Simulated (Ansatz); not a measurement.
# ScGa3: the cost of one run

Method: DFT LDA, scalar-relativistic, plane waves, PAW, in Ansatz 0.2.0.

1 further run of the same task is left out (set aside as unsound or not needed).

### 1 The structure to begin with

The structure is cubic, space group Pm-3m (No. 221). Conventional cell: a = 3.998 Å, b = 3.998 Å, c = 3.998 Å, α = 90.00°, β = 90.00°, γ = 90.00°. Sc (site symmetry m-3m) is surrounded by 12 Ga at 2.83 Å. Around Ga (site symmetry 4/mmm) lie 4 Sc at 2.83 Å and 8 Ga at 2.83 Å.

Coordinates:

```cif
data_structure
_symmetry_space_group_name_H-M 'Pm-3m'
_symmetry_Int_Tables_number 221
_cell_length_a 3.9983
_cell_length_b 3.9983
_cell_length_c 3.9983
_cell_angle_alpha 90.000
_cell_angle_beta 90.000
_cell_angle_gamma 90.000
_cell_volume 63.92
loop_
_atom_site_label
_atom_site_type_symbol
_atom_site_symmetry_multiplicity
_atom_site_Wyckoff_symbol
_atom_site_fract_x
_atom_site_fract_y
_atom_site_fract_z
_atom_site_occupancy
Sc1 Sc 1 a 0.00000 0.00000 0.00000 1
Ga1 Ga 3 c 0.00000 0.50000 0.50000 1
```

This cell was relaxed beforehand with the same method: volume 15.98 Å³/atom, gap on the mesh none (metal).

### 2 Relaxing to 0.001 eV/Å, with the smearing for a metal

Response functions are second derivatives at a minimum, so forces and stress are first brought close to zero on the mesh and occupations that the response runs use.

input.yaml

```yaml
crystal:
  lattice:
    - [3.9983071609, 0.0, 0.0]
    - [0.0, 3.9983071609, 0.0]
    - [0.0, 0.0, 3.9983071609]
  atoms:
    - { symbol: Sc, position: [0.0, 0.0, 0.0] }
    - { symbol: Ga, position: [0.0, 0.5, 0.5] }
    - { symbol: Ga, position: [0.5, 0.0, 0.5] }
    - { symbol: Ga, position: [0.5, 0.5, 0.0] }
basis:
  ecutwfc: 420
kpoints:
  mp_grid: { grid: [10, 10, 10] }
hamiltonian:
  xc: lda
scf:
  occupations: { method: fermi_dirac, width: 0.15 }
output:
  forces: true
  stress: true
  eigenvalues: true
  write_density: true
  write_potential: true
  elf: true
  volumetric_format: npy
relax:
  adjacent_minimum: "off"
  f_tol: 0.001
  max_steps: 60
  cell: { stress_tol: 0.01 }
```

Launch:

```console
ansatz run input.yaml --threads 1 --pin off --max-ram 3072MiB --backend cpu --events-out ev --progress --plain --runs-dir out
```

Q: Estimate wall time and peak memory on 1 thread of Arm Neoverse V2, shared host.

About 25 s, with a peak of 0.39 GiB.
